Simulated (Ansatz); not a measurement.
# SiW: the cost of one run

Program: Ansatz 0.2.0, Gaussian basis. Level of theory: def2-TZVPP, core rule «outside noble gas», up to 9 orbitals frozen. These are calculated values, not measurements.

To be run: UHF; ROHF; CCSD(T) on UHF.

2 further runs of the same task are left out: 2 set aside as unsound or not needed.

## (1) What is computed

The geometry is a PBE0/def2-TZVP stationary point (not a proven minimum) of the parent state, kept for this charge and spin. No spin-orbit coupling is included. Elements past krypton take def2 core potentials.

2 atoms, charge 0, spin multiplicity 3.

Atoms are counted from 1 here; the program's logs count them from 0.

Bond lengths: W1–Si2 2.160 Å.

## (2) UHF

Input file in.yaml:

```yaml
crystal:
  periodic: [false, false, false]
  atoms:
    - {symbol: W, position_ang: [0.000000, 0.000000, 0.000000]}
    - {symbol: Si, position_ang: [0.000000, 0.000000, 2.160414]}
basis:
  gaussian: {orbitals: def2-TZVPP}
magnetization: {spin_polarized: true, initial_magnetization: 2}
hamiltonian: {xc: hf}
output: {orbitals: {seedname: orbitals}}
```

Launch:

```
$ ansatz run in.yaml --threads 1 --pin off --events-out ev --progress --plain --max-ram 3968MiB --backend cpu
```

What time and memory should one allow on 1 thread of AMD EPYC 7R13, shared host?

About 19 s, with a peak of 0.25 GiB.
